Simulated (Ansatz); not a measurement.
The system is CsLiCr2Te2S3.

```
Cs Li Cr Te S
1.0
     6.10792   -0.01886    0.00581
    -2.28822    5.93151    0.00333
    -1.38462   -2.19395    7.56260
Cs Li Cr Te S
1 1 2 2 3
Direct
  0.06348 0.10178 0.99394
  0.57026 0.58143 0.57403
  0.07801 0.50138 0.57990
  0.43162 0.02972 0.53722
  0.54458 0.76732 0.28198
  0.01143 0.65932 0.29902
  0.77800 0.37133 0.70773
  0.39402 0.82508 0.74875
  0.19605 0.23009 0.48646
```

The cell was built by a generator and needn't be a form met in nature.

- Program: Ansatz 0.2.0
- Task: relaxation of cell and atoms
- Functional: r2SCAN
- Potentials or basis: Ansatz PAW
- Cutoff: 500 eV (not typed: the program's choice for these potentials)
- k mesh: 4 × 4 × 3
- Occupations: fermi-dirac, width 0.05 eV
- Spin: collinear spin, ferromagnetic start
- Starting moments: [0.0, 0.0, 3.0, 3.0, 0.0, 0.0, 0.0, 0.0, 0.0] μB

At the start: volume 30.42 Å³/atom.

**Question.** How do energy, volume and symmetry change on relaxing?

**Answer.** It ends after 20 steps and the volume is 29.50 Å³/atom (-3.0 %); space group P1 (No. 1, to 0.05 Å); moment 6.00 μB per cell.

Step by step:
```csv
step,energy change (eV),largest force (eV/Å),volume (Å³)
1,0.0000,0.1224,273.78
2,-0.0108,0.0652,272.02
3,-0.0175,0.0641,268.74
4,-0.0212,0.0606,266.43
5,-0.0248,0.0537,264.77
6,-0.0277,0.0453,265.15
7,-0.0321,0.0418,266.40
8,-0.1136,0.3307,268.26
9,-0.1387,0.8888,269.87
10,-0.2268,0.3274,272.02
11,-0.2828,0.2057,269.93
12,-0.3072,0.1463,267.25
13,-0.3150,0.1297,266.31
14,-0.3204,0.0548,265.92
15,-0.3216,0.0425,265.88
16,-0.3223,0.0179,265.93
17,-0.3226,0.0093,265.83
18,-0.3229,0.0122,265.63
19,-0.3231,0.0091,265.53
20,-0.3233,0.0091,265.53
```

Final structure:
```
CELL_PARAMETERS angstrom
6.38205 -0.39052 0.04200
-2.75263 5.72975 0.19887
-1.26683 -1.71607 7.40299
ATOMIC_POSITIONS crystal
Cs 0.07686 0.09315 0.95879
Li 0.54067 0.58509 0.58763
Cr 0.02310 0.45293 0.55703
Cr 0.41825 0.03869 0.54633
Te 0.63682 0.89182 0.32853
Te 0.11172 0.64741 0.25990
S 0.74763 0.39222 0.72979
S 0.35748 0.78104 0.74634
S 0.15491 0.18510 0.49469
```

Caveat: the magnetic or orbital state may not be the lowest; the plane-wave basis is chosen anew once the cell has moved, so the energies of steps on either side of that aren't comparable; only a ferromagnetic start was run, and an antiferromagnetic order may lie lower in energy; the PAW data sets come from PBE, with cores solved anew for the run's functional, which leaves a small shift of forces and pressure.
